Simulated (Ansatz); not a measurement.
Here is an Ansatz input file for K₂LiSbF₆, space group Fm-3m. Write the same calculation for the Python package.

```yaml
crystal:
  lattice: { bravais: fcc, a: 8.598934 }
  space_group: 225
  atoms:
    - { symbol: K, position: [0.25, 0.25, 0.75] }
    - { symbol: Li, position: [0.5, 0.0, 0.0] }
    - { symbol: Sb, position: [0.0, 0.0, 0.0] }
    - { symbol: F, position: [0.256001, 0.0, 0.0] }
  reduce_to_primitive: true
kpoints:
  mp_grid: { grid: [4, 4, 4] }
hamiltonian:
  xc: pbesol
scf:
  convergence: { dr2_threshold: 1.0e-07 }
  occupations: { method: fixed }
output:
  write_density: true
  write_potential: true
  volumetric_format: npy
  elf: true
  dos: { de: 0.05, projected: true }
```

Launched from the shell:
```console
$ ansatz run input.yaml --threads 1 --pin off --max-ram 3072MiB --backend cpu --events-out ev --progress --plain --runs-dir out
crystal.space_group: 225 is read as Fm-3m: the typed cell holds K8Li4Sb4F24 (K 8c, Li 4b, Sb 4a, F 24e). Least distances (Å): K–K 4.299, K–Li 3.723, K–Sb 3.723, K–F 3.041, Li–Li 6.080, Li–Sb 4.299, Li–F 2.098, Sb–Sb 6.080, Sb–F 2.201, F–F 2.967
crystal.space_group generates its sites in this order, which a site index counts, at these fractional coordinates of the primitive cell where crystal.reduce_to_primitive is true, and else of the cell that is read (crystal.supercell repeats the list replica by replica, and crystal.defects acts on that): 0: K [0.750000, 0.750000, 0.750000]; 1: K [0.250000, 0.250000, 0.250000]; 2: Li [0.500000, 0.500000, 0.500000]; 3: Sb [0.000000, 0.000000, 0.000000]; 4: F [0.743999, 0.256001, 0.256001]; 5: F [0.256001, 0.256001, 0.743999]; 6: F [0.743999, 0.743999, 0.256001]; 7: F [0.743999, 0.256001, 0.743999]; 8: F [0.256001, 0.743999, 0.256001]; 9: F [0.256001, 0.743999, 0.743999];
Engine: ansatz 0.2.0, x86_64-unknown-linux-gnu
Pseudopotentials: kind: paw
Pseudopotential: K, paw, valence charge 9, recommended cutoff 420 eV (normal), K.paw.azcp
Pseudopotential: Li, paw, valence charge 3, recommended cutoff 420 eV (normal), Li.paw.azcp
Pseudopotential: Sb, paw, valence charge 15, recommended cutoff 420 eV (normal), Sb.paw.azcp
Pseudopotential: F, paw, valence charge 7, recommended cutoff 420 eV (normal), F.paw.azcp
Functional definition: PBEsol
  exchange = pbesol_x
  correlation = pbesol_c
Crystal: 10 atoms, lattice volume = 158.955 Å³
Basis set: ecut = 420 eV, 3119 PW (Γ)
Bands: 49, of which v1, the nominal top of the filled ones, is band 39 counted from 1 (38 counted from 0)
Symmetry: 48 space group operations
Space group: Fm-3m (ITA 225), of the structure as read, at distance tolerance 5.4e-5 Å
k-points: 8 of 64
Non-local potential: K, projectors of the file, l = 0: 3, l = 1: 2, l = 2: 2
Non-local potential: Li, projectors of the file, l = 0: 3, l = 1: 2, l = 2: 1
Non-local potential: Sb, projectors of the file, l = 0: 2, l = 1: 2, l = 2: 2, l = 3: 2
Non-local potential: F, projectors of the file, l = 0: 2, l = 1: 2, l = 2: 1
PAW form: soft (Blöchl's): semilocal exchange-correlation on the pseudo side does not see the compensation charge
PAW frozen core: K, regenerated for the run's functional, and the local potential with it (the file was generated under x = pbe(κ = 0.804, μ = 0.2195149727645171), c = pbe(β = 0.06672455060314922))
PAW frozen core: Sb, regenerated for the run's functional, and the local potential with it (the file was generated under x = pbe(κ = 0.804, μ = 0.2195149727645171), c = pbe(β = 0.06672455060314922))
PAW frozen core: F, regenerated for the run's functional, and the local potential with it (the file was generated under x = pbe(κ = 0.804, μ = 0.2195149727645171), c = pbe(β = 0.06672455060314922))
PAW one-centre angular grid: K, 110 points (default); XC on 64 Gauss nodes
PAW one-centre angular grid: Li, 110 points (default); XC on 64 Gauss nodes
PAW one-centre angular grid: Sb, 590 points (default); XC on 64 Gauss nodes
PAW one-centre angular grid: F, 110 points (default); XC on 64 Gauss nodes
Initial density: superposition of atomic densities (neutral atoms: chi_scale 0, normalization atom), corrected by the library's trained network
Initial wavefunctions: pseudopotential atomic-orbital guess
Functional: x = pbesol(κ = 0.804, μ = 0.12345679012345678), c = pbesol(β = 0.046)
SCF iter   1: F=—  HF=-14455.191544 eV  |F-HF|=—  |Δ(HF+E_count)|=         —  Δρ=1.26e-2  dr2=1.86e-1  ethr=1.77e-3  ⟨swp⟩=4.6  Hψ=1448  notcnv=0  defer=57
preconditioner: auto → Resta (q_TF=auto, 2.423 Å⁻¹)  ε∞=3.1  [insulator: Δε(μ)=3.929 eV  Ē_g=15.818 eV  n_scr=26 (ndim 8)  ℏωp=23.2 eV  f_vac=0.069  ε∞_Penn≈3.1]
SCF iter   2: F=—  HF=-14455.140921 eV  |F-HF|=—  |Δ(HF+E_count)|=   5.06e-2  Δρ=3.44e-3  dr2=8.34e-3  ethr=2.39e-4  ⟨swp⟩=2.5  Hψ=703  notcnv=0  defer=57
SCF iter   3: F=—  HF=-14455.138676 eV  |F-HF|=—  |Δ(HF+E_count)|=   2.25e-3  Δρ=8.21e-4  dr2=1.15e-3  ethr=1.07e-5  ⟨swp⟩=2.0  Hψ=592  notcnv=0  defer=59
SCF iter   4: F=—  HF=-14455.138547 eV  |F-HF|=—  |Δ(HF+E_count)|=   1.28e-4  Δρ=1.52e-4  dr2=4.67e-5  ethr=1.47e-6  ⟨swp⟩=2.0  Hψ=690  notcnv=0  defer=59
SCF iter   5: F=—  HF=-14455.138688 eV  |F-HF|=—  |Δ(HF+E_count)|=   1.40e-4  Δρ=2.92e-5  dr2=1.56e-6  ethr=5.99e-8  ⟨swp⟩=2.0  Hψ=511  notcnv=0  defer=55
SCF iter   6: F=-14455.138689 eV  HF=-14455.138689 eV  |F-HF|=1.07e-8  |Δ(HF+E_count)|=   1.12e-6  Δρ=5.91e-6  dr2=8.70e-8  ethr=1.28e-10  ⟨swp⟩=14.8  Hψ=2100  notcnv=0
SCF 1 converged in 6 iterations: F = -14455.138689 eV  dr2 = 8.70e-8
  greatest PAW one-centre occupation: 1.000 electrons in one spin orbital (limit 2), on the Li atom at site 2 (counted from 0), in its partial waves of l = 0
SCF converged after 6 iterations
Free energy (F): -14455.138689 eV
Harris-Foulkes:  -14455.138689 eV  (|F-HF|=1.07e-8)
Internal energy: -14455.138689 eV  (E = F + TS)
E sigma→0 (E₀):  -14455.138689 eV
Fermi energy:    3.947184 eV
--- Per-component energies (eV) ---
  E_band       = -724.719711
  E_kinetic    = 1970.163829
  E_local      = -6635.990235  (includes V_loc(G=0)·N_el)
  E_nonlocal   = 798.105588
  E_hartree    = 2570.890996
  E_xc         = -888.037016
  E_vxc        = -1047.332175  (∫ρ·V_xc dr)
  E_paw        = -7199.915991  (= ΣΔE_a)
  E_vpaw       = -951.465202  (= ΣTr[D̂ρ^β])
  E_aug_tail   = 0.012100  (compensation charges beyond the density's cutoff)
  E_ewald      = -5071.170242
  E_core_change = 0.802283  (= ΣΔE_core)
  E_smearing   = -0.000000  (= −TS)
  E_closure    = -0.000000  (closes the sum)
  Σ components = -14455.138689   (vs F -14455.138689, Δ=0.00e0)
--- Band table (eV; the first three rows and the last of 8) ---
  k-point 0: bands = ["-38.8757", "-24.6468", "-24.6468", "-24.5855", "-24.5855", "-24.5855", "-24.5633", "-24.5440", "-18.2516", "-17.8905", "-17.8905", "-17.8905", "-17.6136", "-17.6136", "-8.1815", "-8.1815", "-8.1815", "-8.1015", "-8.1015", "-8.1015", "-4.9846", "-1.3152", "-1.3152", "-1.3152", "0.0917", "0.0917", "0.0917", "0.6082", "0.6082", "0.9137", "0.9137", "0.9137", "1.0118", "1.0118", "1.0118", "1.3725", "1.3725", "1.3725", "3.0612", "8.2120", "8.2120", "8.2120", "9.2388", "11.0239", "11.0239", "12.7747", "12.7747", "12.7747", "13.2681"]
  k-point 1: bands = ["-38.8757", "-24.6469", "-24.6469", "-24.5891", "-24.5855", "-24.5855", "-24.5592", "-24.5432", "-18.2140", "-17.9401", "-17.8630", "-17.8630", "-17.6439", "-17.6439", "-8.1626", "-8.1626", "-8.1445", "-8.1057", "-8.1057", "-8.0877", "-4.9068", "-1.4318", "-1.1327", "-1.1327", "0.0617", "0.1587", "0.1587", "0.4058", "0.4058", "0.6451", "0.7766", "0.7766", "0.9784", "1.0238", "1.0238", "1.2481", "1.2481", "1.3027", "3.3976", "8.0436", "8.5189", "8.5189", "10.0315", "11.3601", "11.3601", "12.6538", "12.6622", "12.7089", "12.7089"]
  k-point 2: bands = ["-38.8757", "-24.6470", "-24.6470", "-24.5928", "-24.5855", "-24.5855", "-24.5524", "-24.5451", "-18.1536", "-18.0125", "-17.8245", "-17.8245", "-17.6852", "-17.6852", "-8.1282", "-8.1282", "-8.1255", "-8.1255", "-8.0922", "-8.0886", "-4.8256", "-1.5461", "-0.8569", "-0.8569", "0.0019", "0.0019", "0.1129", "0.2535", "0.4630", "0.4630", "0.4863", "0.4863", "1.0826", "1.0826", "1.1100", "1.1100", "1.1321", "1.1439", "3.6743", "7.9938", "8.8343", "8.8343", "10.9389", "11.9997", "12.0418", "12.0418", "12.5057", "12.5057", "12.6524"]
  k-point 7: bands = ["-38.8757", "-24.6472", "-24.6469", "-24.5906", "-24.5906", "-24.5854", "-24.5469", "-24.5469", "-18.1162", "-17.9353", "-17.8963", "-17.8963", "-17.6961", "-17.6567", "-8.1351", "-8.1329", "-8.1134", "-8.1134", "-8.0696", "-8.0689", "-4.7508", "-1.1912", "-1.1049", "-1.1049", "0.0241", "0.0241", "0.0559", "0.1366", "0.5840", "0.5840", "0.7052", "0.7142", "0.8015", "0.8015", "0.8469", "0.8596", "1.1692", "1.1692", "3.9236", "8.5926", "8.5926", "8.6976", "11.7177", "11.7177", "11.9218", "12.4119", "12.4119", "12.5561", "13.0328"]
```

Script `run_scf.py`:
```python
# -*- coding: utf-8 -*-
"""Single point of K2LiSbF6."""

from pathlib import Path
import warnings

import ansatz
import numpy as np
from pymatgen.core import Structure

TOLERANCE = 1e-07
FILLING = "fixed"
XC = "pbesol"
KMESH = (4, 4, 4)


def main():
    warnings.simplefilter("ignore", ansatz.DeckWarning)

    structure = (
        ansatz.Lattice.fcc(8.598934)
        .space_group(225)
        .atom("K", [0.25, 0.25, 0.75])
        .atom("Li", [0.5, 0.0, 0.0])
        .atom("Sb", [0.0, 0.0, 0.0])
        .atom("F", [0.256001, 0.0, 0.0])
        .primitive()
    )

    # the calculation
    calc = (
        structure.calculation()
        .scf(tolerance=TOLERANCE)
        .occupations(FILLING)
        .functional(XC)
        .kpoints(mesh=KMESH)
        .compute(density_of_states={"energy_step": 0.05, "projected": True}, density=True, potential=True, electron_localization_function=True, output_files={"volumetric_format": "npy"})
    )
    out = calc.run()
    summary = out.report

    energy = summary["free_energy_ev"]
    print("K2LiSbF6: {:.6f} eV = {:.6f} Ry = {:.6f} Ha".format(energy, energy / 13.605693, energy / 27.211386))
    print("Fermi level {:.4f} eV, {} k-points, {} symmetry operations".format(summary["fermi_energy_ev"], summary["n_kpoints"], summary["n_symmetry_ops"]))

    final = Structure(out.lattice.cell_ang, [s.symbol for s in out.lattice.sites], [s.position_frac for s in out.lattice.sites])
    # count neighbours out to a fixed multiple of the shortest distance
    for index, (site, neighbours) in enumerate(zip(final, final.get_all_neighbors(5.5))):
        first = min(n.nn_distance for n in neighbours)
        shell = [n for n in neighbours if n.nn_distance < 1.2 * first]
        mean = sum(n.nn_distance for n in shell) / len(shell)
        print(f"atom {index} {site.specie.symbol}: {len(shell)} neighbours within 1.2 of the shortest distance, mean {mean:.3f} A")

    lines = ["| quantity | value |", "|---|---|"]
    lines.append(f"| free energy per atom | {summary['free_energy_ev'] / len(out.lattice.sites):.4f} eV |")
    lines.append(f"| Fermi level | {summary['fermi_energy_ev']:.3f} eV |")
    lines.append(f"| volume per atom | {summary['setup']['cell_volume_ang3'] / len(out.lattice.sites):.3f} A^3 |")
    lines.append(f"| valence electrons | {summary['n_electrons']:g} |")
    Path("summary.md").write_text("\n".join(lines) + "\n")

    dos = out.density_of_states()
    energy = np.asarray(dos.energies_ev) - dos.fermi_ev
    projected = out.projected_density_of_states()
    # electrons in each projected shell, from the curves below the Fermi level
    step = energy[1] - energy[0]
    for index, site in enumerate(projected.sites):
        for shell in site.shells:
            curve = sum(np.sum(part.g_bin_mean_per_ev, axis=0) for part in shell.curves)
            print(f"site {index} {site.species:2s} {shell.label:3s} filled {curve[energy <= 0].sum() * step:7.3f}  at E_F {np.interp(0, energy, curve):7.3f} /eV")

    folder = Path(out.write_results("fields"))
    print("densities in e/A^3, potentials in eV, ELF without unit")
    for name in sorted(p.name for p in folder.glob("*.npy")):
        field = np.load(folder / name)
        print(f"{name:16s} {str(field.shape):16s} min {field.min():10.4f}  mean {field.mean():10.4f}  max {field.max():10.4f}")


if __name__ == "__main__":
    main()
```

```console
$ python run_scf.py
K2LiSbF6: -14455.138689 eV = -1062.433107 Ry = -531.216554 Ha
Fermi level 3.9472 eV, 8 k-points, 48 symmetry operations
atom 0 K: 12 neighbours within 1.2 of the shortest distance, mean 3.041 A
atom 1 K: 12 neighbours within 1.2 of the shortest distance, mean 3.041 A
atom 2 Li: 6 neighbours within 1.2 of the shortest distance, mean 2.098 A
atom 3 Sb: 6 neighbours within 1.2 of the shortest distance, mean 2.201 A
atom 4 F: 2 neighbours within 1.2 of the shortest distance, mean 2.150 A
atom 5 F: 2 neighbours within 1.2 of the shortest distance, mean 2.150 A
atom 6 F: 2 neighbours within 1.2 of the shortest distance, mean 2.150 A
atom 7 F: 2 neighbours within 1.2 of the shortest distance, mean 2.150 A
atom 8 F: 2 neighbours within 1.2 of the shortest distance, mean 2.150 A
atom 9 F: 2 neighbours within 1.2 of the shortest distance, mean 2.150 A
site 0 K  3S  filled   1.986  at E_F   0.000 /eV
site 0 K  4S  filled   0.219  at E_F   0.001 /eV
site 0 K  3P  filled   5.983  at E_F   0.000 /eV
site 1 K  3S  filled   1.986  at E_F   0.000 /eV
site 1 K  4S  filled   0.219  at E_F   0.001 /eV
site 1 K  3P  filled   5.983  at E_F   0.000 /eV
site 2 Li 1S  filled   1.978  at E_F   0.000 /eV
site 2 Li 2S  filled   0.252  at E_F   0.004 /eV
site 3 Sb 5S  filled   1.888  at E_F   0.214 /eV
site 3 Sb 5P  filled   1.468  at E_F   0.000 /eV
site 3 Sb 4D  filled   9.999  at E_F   0.000 /eV
site 4 F  2S  filled   1.921  at E_F   0.001 /eV
site 4 F  2P  filled   5.697  at E_F   0.066 /eV
site 5 F  2S  filled   1.921  at E_F   0.001 /eV
site 5 F  2P  filled   5.697  at E_F   0.066 /eV
site 6 F  2S  filled   1.921  at E_F   0.001 /eV
site 6 F  2P  filled   5.697  at E_F   0.066 /eV
site 7 F  2S  filled   1.921  at E_F   0.001 /eV
site 7 F  2P  filled   5.697  at E_F   0.066 /eV
site 8 F  2S  filled   1.921  at E_F   0.001 /eV
site 8 F  2P  filled   5.697  at E_F   0.066 /eV
site 9 F  2S  filled   1.921  at E_F   0.001 /eV
site 9 F  2P  filled   5.697  at E_F   0.066 /eV
densities in e/A^3, potentials in eV, ELF without unit
elf.npy          (45, 45, 45)     min     0.0000  mean     0.2685  max     0.9989
rho.npy          (45, 45, 45)     min     0.0099  mean     0.4907  max    22.9798
v_es.npy         (45, 45, 45)     min   -46.7643  mean     3.1196  max     9.8342
v_tot.npy        (45, 45, 45)     min   -76.6395  mean    -5.8132  max     5.5256
```

What to keep in mind:
- Total energies depend on the potentials; only differences at equal settings carry meaning.
- Semilocal gaps usually lie well under measured ones.
- The Fermi level of a run with fixed occupations marks the highest occupied state on its mesh, not mid-gap.
- The zero of the levels is a convention of the potentials, so an absolute Fermi energy is no work function.
- Projections exist only for the shells that the potentials hold, some of them semicore, and samples at single energies can miss narrow peaks.
- The empty d shell of the heavier alkali and alkaline-earth atoms, which makes much of a conduction band, may have no channel.
- The crystal has a gap of about 4.05 eV on the mesh; bins of finite width blur the band edges.
- Densities and potentials on the grid are those of the valence electrons, and inside the cores they hang on the potentials used.
- This cell is a computed structure, which may not be the phase found in nature.
- The computed bands are complete only to about 8.7 eV above the Fermi level; beyond that the density of states is undercounted.
- By the engine's processor time: 6.5 s on 1 thread of Intel(R) Xeon(R) Processor @ 2.30GHz (shared host), peak memory 0.72 GiB.

(A comment or docstring line of the script was reworded after the run, the code is as it ran; lines on the test bed's own set-up are left out of the output.)
